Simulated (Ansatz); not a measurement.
# C3H6OSe: up Jacob's ladder to CCSD(T)

How much do the methods differ for C3H6OSe? The plan is to run it at one geometry with functionals of several rungs and with coupled cluster. The yardstick is the atomisation energy at the CCSD(T) limit.

The runs use Ansatz 0.2.0, Gaussian basis; functionals in def2-TZVPP, the program's frozen cores in correlated methods.

Levels to be run: PBE-D4, r2SCAN-D4, PBE0-D4, B3LYP-D4, ωB97X-V, ωB97M-V, B2PLYP; CCSD(T)/def2-TZVPP; MP2/def2-QZVPP; extrapolation to the limit.

**1. The relaxed structure**

An earlier PBE0-D4 in a triple-zeta def2 set relaxation fixed the geometry.

11 atoms, charge 0, spin multiplicity 1.

Atoms are counted from 1 here; the program's logs count them from 0.

Bond lengths: C1–C2 1.496 Å, C1–H6 1.093 Å, C1–H7 1.090 Å, C1–H8 1.095 Å, C2–O3 1.420 Å, C2–Se5 1.990 Å, C2–H9 1.095 Å, O3–C4 1.411 Å, C4–Se5 1.972 Å, C4–H10 1.093 Å, C4–H11 1.090 Å. Angles: C2–C1–H6 110.2°, C2–C1–H7 110.8°, C2–C1–H8 109.5°, H6–C1–H7 109.1°, H6–C1–H8 108.2°, H7–C1–H8 109.0°, C1–C2–O3 112.6°, C1–C2–Se5 117.3°, C1–C2–H9 111.8°, O3–C2–Se5 93.8°, O3–C2–H9 110.8°, Se5–C2–H9 109.2°, C2–O3–C4 102.1°, O3–C4–Se5 94.8°, O3–C4–H10 112.5°, O3–C4–H11 111.8°, Se5–C4–H10 111.8°, Se5–C4–H11 114.2° and more.

**2. PBE-D4 (GGA)**

Contents of in.yaml:

```yaml
crystal:
  periodic: [false, false, false]
  atoms:
    - {symbol: C, position_ang: [-0.907754, 0.913464, -0.975166]}
    - {symbol: C, position_ang: [0.180289, -0.013404, -0.534883]}
    - {symbol: O, position_ang: [-0.278340, -0.995853, 0.381380]}
    - {symbol: C, position_ang: [0.712782, -0.950784, 1.384719]}
    - {symbol: Se, position_ang: [1.544143, 0.709857, 0.720427]}
    - {symbol: H, position_ang: [-0.505792, 1.676552, -1.645748]}
    - {symbol: H, position_ang: [-1.371115, 1.400853, -0.116849]}
    - {symbol: H, position_ang: [-1.671411, 0.347943, -1.518587]}
    - {symbol: H, position_ang: [0.685684, -0.481939, -1.386218]}
    - {symbol: H, position_ang: [1.400122, -1.799347, 1.331097]}
    - {symbol: H, position_ang: [0.276594, -0.864341, 2.380430]}
basis:
  gaussian: {orbitals: def2-TZVPP}
hamiltonian: {xc: pbe, dispersion: d4}
output: {forces: true, orbitals: {seedname: orbitals}}
```

Run with:

```bash
$ ansatz run in.yaml --threads 4 --pin off --events-out ev --progress --plain --max-ram 10444MiB
```

Further steps of the session: r2SCAN-D4 (meta-GGA); PBE0-D4 (hybrid); B3LYP-D4 (hybrid); ωB97X-V (range-separated); ωB97M-V (range-separated); B2PLYP (double hybrid); CCSD(T) in def2-TZVPP; MP2 in def2-QZVPP.

Q: Predict the results of all the runs planned. Wanted: atomisation energy, CCSD(T)/CBS; farthest; mean size of error, hybrid; mean size of error, range-separated; gap, smallest and largest; T1 diagnostic; triples share of the correlation energy.

The runs gave:

| quantity | value |
| --- | --- |
| atomisation energy, CCSD(T)/CBS | 4167.3 kJ/mol |
| functionals within 41.7 kJ/mol (1.0 %) | r2SCAN-D4, PBE0-D4, B3LYP-D4, ωB97X-V, ωB97M-V |
| farthest | PBE-D4 (+121.9 kJ/mol) |
| mean size of error, hybrid | 21.2 kJ/mol |
| mean size of error, range-separated | 3.4 kJ/mol |
| gap, smallest and largest | 3.31 eV (PBE-D4), 9.90 eV (ωB97X-V) |
| T1 diagnostic | 0.0103 |
| triples share of the correlation energy | 4.0 % |

What this shows: PBE-D4 misses by +121.9 kJ/mol. Double hybrids carry the basis error of their MP2 part in triple zeta, and no dispersion term here, so their miss is partly the set-up's. Misses under about 41.7 kJ/mol are within the doubt on the reference itself, which lacks core-valence correlation, relativity and higher excitations, and its outer-core shells are covered unevenly. All levels share the lack of spin-orbit coupling, which lowers the free heavy atoms and so the true binding. Hartree-Fock recovers 70 % of the binding; the rest is correlation. The gap grows from 3.3 to 9.9 eV across the functionals, mostly with the share of exact exchange. Correlated methods include outer-core shells of Se, which these sets cover unevenly.
